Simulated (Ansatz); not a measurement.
# F2HSn: the cost of one run

Method: UHF-MP2, frozen core/def2-TZVP; program: Ansatz 0.2.0.

### 1 The starting structure

SMILES `[F][SnH][F]`, 4 atoms, charge 0, spin multiplicity 2.

Atoms are counted from 1 here; the program's logs count them from 0.

Bond lengths: F1–Sn2 1.967 Å, Sn2–F3 1.967 Å, Sn2–H4 1.790 Å. Angles: F1–Sn2–F3 102.3°, F1–Sn2–H4 105.6°, F3–Sn2–H4 105.6°.

Coordinates:

```
F     0.6889   -1.2625    1.0677
Sn   -0.5512   -0.0418    0.1517
F     0.3503    1.6959    0.3466
H    -0.4326   -0.4518   -1.5862
```

### 3 The grid

First coordinate, bond length F1–Sn2: 13 values from 1.684 to 2.392 Å. Second coordinate, bond length Sn2–H4: 13 values from 1.407 to 2.574 Å.

Nothing else is relaxed (all other coordinates rigid). Energies count from the relaxed molecule at the same level. Points are written as (first, second).

(The set-up runs are not shown.)

### 4 Point (2.333 Å, 2.477 Å)

Contents of input.yaml:

```yaml
crystal:
  periodic: [false, false, false]
  atoms:
    - { symbol: F, position_ang: [0.670547, -1.222545, 1.04233] }
    - { symbol: Sn, position_ang: [-0.793307, 0.21428, -0.069225] }
    - { symbol: F, position_ang: [0.078681, 1.903974, 0.143006] }
    - { symbol: H, position_ang: [-0.645031, -0.355419, -2.475256] }
magnetization:
  spin_polarized: true
  initial_magnetization: 1
basis:
  gaussian: { orbitals: def2-TZVP }
hamiltonian:
  xc: hf
output:
  forces: true
correlation:
  method: mp2
scf:
  omitted_lower_state_checks: [cluster_reference]
```

Run with:

```console
$ ansatz run input.yaml --threads 1 --pin off --max-ram 2560MiB --backend cpu --events-out ev --progress --plain --runs-dir out
```

What time and memory should one allow on 1 thread of AMD EPYC 9R45 (Zen 5), shared host?

About 3.8 s, with a peak of 0.36 GiB.
